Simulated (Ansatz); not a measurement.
Consider a convergence test of the plane-wave cutoff of LaC2, space group Immm (Ansatz's Python interface).

`ecut_lac2.py`:
```python
import ansatz as az


def main() -> None:
    lattice = az.Lattice.of(
        (-1.999105, 2.435045, 2.720567),
        (1.999105, -2.435045, 2.720567),
        (1.999105, 2.435045, -2.720567),
    )
    sites = [
        ("La", (0.0, 0.0, 0.0)),
        ("C", (0.633216, 0.5, 0.133216)),
        ("C", (0.366784, 0.5, 0.866784)),
    ]
    structure = az.Crystal(lattice=lattice)
    for symbol, position in sites:
        structure = structure.atom(symbol, position)

    calc = (
        structure.calculation()
        .functional(az.Functional.PBESOL)
        .kpoints(10, 10, 10)
        .occupations("cold", width=0.1)
    )

    rows = []
    for value in [300, 400, 500, 600, 700, 800]:
        r = calc.basis(value).run(threads=1, pin="off").report
        rows.append((value, r["free_energy_ev"] / len(r["lattice"]["sites"]), r["n_iterations"], r["n_pw"]))

    print(" cutoff (eV)   F/atom (eV)    iterations   plane waves")
    for row in rows:
        print(f"{str(row[0]):>12s}  {row[1]:12.5f}  {row[2]:12d}  {row[3]:12d}")

    for row in rows[:-1]:
        shift = 1000 * (row[1] - rows[-1][1])
        print(f"{row[0]}: {shift:+.2f} meV/atom" + ("  (within 1 meV)" if abs(shift) < 1 else ""))


if __name__ == "__main__":
    main()
```

How fast does the energy converge with the cutoff (threshold 1 meV an atom)?

From 500 eV on it stays within 1 meV an atom of the value at 800 eV; the first row (300 eV) is off by 106.0 meV and the last but one by 0.08 meV. The energy falls steadily, as expected when plane waves are added. The last run costs about 3.7 times the first.

The run itself:

```console
$ python ecut_lac2.py
DeckWarning: basis.ecutwfc = 300 eV is below the records' recommended 420 eV, and the density's cutoff is lower with it unless basis.ecutrho_ratio is high enough to keep the records' density cutoff: compare with a run at a higher cutoff
DeckWarning: basis.ecutwfc = 400 eV is below the records' recommended 420 eV, and the density's cutoff is lower with it unless basis.ecutrho_ratio is high enough to keep the records' density cutoff: compare with a run at a higher cutoff
 cutoff (eV)   F/atom (eV)    iterations   plane waves
         300   -2218.16896             7           617
         400   -2218.27032             7           961
         500   -2218.27439             7          1343
         600   -2218.27464             7          1789
         700   -2218.27492             7          2205
         800   -2218.27499             7          2731
300: +106.04 meV/atom
400: +4.67 meV/atom
500: +0.61 meV/atom  (within 1 meV)
600: +0.35 meV/atom  (within 1 meV)
700: +0.08 meV/atom  (within 1 meV)
```
(Warnings from the package without file and line.)

This cell is a computed structure, which may not be the phase found in nature. Shifts are counted from the last row, which is itself no proven limit. Wall time of the script: 58 s on 1 thread of Arm Neoverse V1 (shared host), peak memory 0.62 GiB.
